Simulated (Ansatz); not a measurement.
**C6H3FGe: basis-set convergence**

The task here is to estimate one member of a computed series from the others.

Program: Ansatz 0.2.0, Gaussian basis. Level of theory: one geometry, several basis sets. These are calculated values, not measurements.

Plan: PBE0-D4/def2-SVP; ωB97M-V/def2-SVP; PBE0-D4/def2-QZVPP; ωB97M-V/def2-QZVPP; the functionals' def2-TZVPP values are taken from earlier runs.

### The geometry

All runs share one geometry, relaxed beforehand with PBE0-D4 in a triple-zeta def2 set.

SMILES `C#[C][Ge]([F])([C]#C)[C]#C`, 11 atoms, charge 0, spin multiplicity 1.

Atoms are counted from 1 here; the program's logs count them from 0.

Bond lengths: C1–C2 1.203 Å, C1–H9 1.066 Å, C2–Ge3 1.882 Å, Ge3–F4 1.727 Å, Ge3–C5 1.882 Å, Ge3–C7 1.882 Å, C5–C6 1.203 Å, C6–H10 1.066 Å, C7–C8 1.203 Å, C8–H11 1.066 Å. Angles: C2–C1–H9 179.7°, C1–C2–Ge3 179.1°, C2–Ge3–F4 107.2°, C2–Ge3–C5 111.6°, C2–Ge3–C7 111.7°, F4–Ge3–C5 107.2°, F4–Ge3–C7 107.2°, C5–Ge3–C7 111.6°, Ge3–C5–C6 179.1°, C5–C6–H10 179.7°, Ge3–C7–C8 179.1°, C7–C8–H11 179.7°.

The first run:

File in.yaml:

```yaml
crystal:
  periodic: [false, false, false]
  atoms:
    - {symbol: C, position_ang: [-0.638024, -0.221730, 2.884398]}
    - {symbol: C, position_ang: [-0.610203, -0.079919, 1.689753]}
    - {symbol: Ge, position_ang: [-0.538497, 0.136181, -0.178432]}
    - {symbol: F, position_ang: [-2.130346, 0.550243, -0.706073]}
    - {symbol: C, position_ang: [0.597096, 1.554168, -0.670123]}
    - {symbol: C, position_ang: [1.337483, 2.451794, -0.976968]}
    - {symbol: C, position_ang: [-0.064154, -1.465599, -1.045217]}
    - {symbol: C, position_ang: [0.255562, -2.489172, -1.591242]}
    - {symbol: H, position_ang: [-0.667596, -0.346291, 3.942959]}
    - {symbol: H, position_ang: [1.989607, 3.249679, -1.250900]}
    - {symbol: H, position_ang: [0.534372, -3.396254, -2.077454]}
basis:
  gaussian: {orbitals: def2-SVP}
hamiltonian: {xc: pbe0, dispersion: d4}
output: {orbitals: {seedname: orbitals}}
```

Started as:

```
> ansatz run in.yaml --threads 8 --pin off --events-out ev --progress --plain --max-ram 18278MiB
```

Among the steps run: PBE0-D4 in def2-SVP; ωB97M-V in def2-SVP; PBE0-D4 in def2-QZVPP; ωB97M-V in def2-QZVPP.

One of the session's tables, all rows but one given; the rest of the session is left out.

It belongs to the step «Density functionals: the series». 

```
functional       basis  HOMO (eV)
   PBE0-D4    def2-SVP      -8.52
   PBE0-D4  def2-TZVPP      -8.57
   PBE0-D4  def2-QZVPP          ?
   ωB97M-V    def2-SVP     -10.77
   ωB97M-V  def2-TZVPP     -10.84
   ωB97M-V  def2-QZVPP     -10.85
```

Estimate the missing values for PBE0-D4, def2-QZVPP.

As computed: HOMO (eV): -8.59. In the column «HOMO (eV)» it lies between ωB97M-V, def2-SVP (-10.77) and PBE0-D4, def2-TZVPP (-8.57).
